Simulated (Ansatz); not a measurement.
# GaH4+ (singlet): from Hartree-Fock to the top rungs, cc-pVTZ

Aim: climb from Hartree-Fock through coupled cluster and multireference methods for GaH4+ (singlet) at one geometry and basis, and see what each rung misses.

Method: cc-pVTZ, core rule «outside noble gas», up to 14 orbitals frozen; program: Ansatz 0.2.0, Gaussian basis.

Plan: UHF; CCSD(T) on RHF; CCSD(T) on UHF; BCCD(T) on RHF; CCSDT(Q) on RHF; CCSDT(Q) on UHF; CASSCF and MRCISD+Q, 6 electrons in 8 orbitals; CASSCF and NEVPT2, 6 electrons in 8 orbitals.

2 further runs of the same task are left out: 2 set aside as unsound or not needed.

## Step 1: The geometry

The geometry is a PBE0/def2-TZVP stationary point (not a proven minimum) of the parent state, kept for this charge and spin. No spin-orbit coupling is included. The filled d shell of Ga may be among the frozen orbitals whatever the setting's name suggests; the logs give the count.

5 atoms, charge 1, spin multiplicity 1.

Atoms are counted from 1 here; the program's logs count them from 0.

Bond lengths: Ga1–H2 1.643 Å, Ga1–H3 1.643 Å, Ga1–H4 1.643 Å, Ga1–H5 1.643 Å. Angles: H2–Ga1–H3 69.0°, H2–Ga1–H4 132.8°, H2–Ga1–H5 132.8°, H3–Ga1–H4 132.8°, H3–Ga1–H5 132.8°, H4–Ga1–H5 69.0°.

## Step 2: UHF

in.yaml

```yaml
crystal:
  periodic: [false, false, false]
  atoms:
    - {symbol: Ga, position_ang: [0.000000, 0.000000, 0.000000]}
    - {symbol: H, position_ang: [0.652504, 0.664105, 1.353869]}
    - {symbol: H, position_ang: [-0.662515, -0.654094, 1.353881]}
    - {symbol: H, position_ang: [-0.654085, 0.652495, -1.358743]}
    - {symbol: H, position_ang: [0.664096, -0.662506, -1.349007]}
basis:
  gaussian: {orbitals: cc-pVTZ}
total_charge: 1
magnetization: {spin_polarized: true, initial_magnetization: 0}
hamiltonian: {xc: hf}
output: {orbitals: {seedname: orbitals}}
```

Launch:

```bash
$ ansatz run in.yaml --threads 1 --pin off --events-out ev --progress --plain --max-ram 3968MiB --backend cpu
```

After this run come: CCSD(T) on RHF; CCSD(T) on UHF; BCCD(T) on RHF; CCSDT(Q) on RHF; CCSDT(Q) on UHF; CASSCF and MRCISD+Q, 6 electrons in 8 orbitals; CASSCF and NEVPT2, 6 electrons in 8 orbitals.

**Question.** What will the summary of the whole plan be? Wanted: UCCSDT(Q) from the RHF energy; RMP2 from UCCSDT(Q); UMP2 from UCCSDT(Q); RCCSD from UCCSDT(Q); RCCSD(T) from UCCSDT(Q); UCCSD(T) from UCCSDT(Q); RCCSDT(Q) from UCCSDT(Q); NEVPT2 valence from UCCSDT(Q); MRCISD+Q valence from UCCSDT(Q).

**Answer**, as computed:

```
                         quantity                                                                                     value
    UCCSDT(Q) from the RHF energy                                                                                -5.9420 eV
              RMP2 from UCCSDT(Q)                                                                               +2183.1 meV
              UMP2 from UCCSDT(Q)                                                                                +756.0 meV
             RCCSD from UCCSDT(Q)                                                                                +617.0 meV
          RCCSD(T) from UCCSDT(Q)                                                                                 +27.7 meV
          UCCSD(T) from UCCSDT(Q)                                                                                 +21.9 meV
         RCCSDT(Q) from UCCSDT(Q)                                                                                  +9.1 meV
    NEVPT2 valence from UCCSDT(Q)                                                                                +391.7 meV
  MRCISD+Q valence from UCCSDT(Q)                                                                                  -8.0 meV
levels within 1 kcal/mol (43 meV)  RCCSD(T), UCCSD(T), BCCD(T), RCCSDT, UCCSDT, RCCSDT(Q), MRCISD valence, MRCISD+Q valence
                    T1 diagnostic                                                                                     0.044
   effectively unpaired electrons                                                                                      2.04
```

**Reading.** RCCSD(T) misses by +27.7 meV, 0.5 % of the correlation energy. With 2.0 effectively unpaired electrons against 0 the state is strongly multireference. Of the multireference levels listed MRCISD+Q valence comes nearest in total energy (-8.0 meV), which doesn't show that its space is the better one. These misses are within one basis, not against nature.
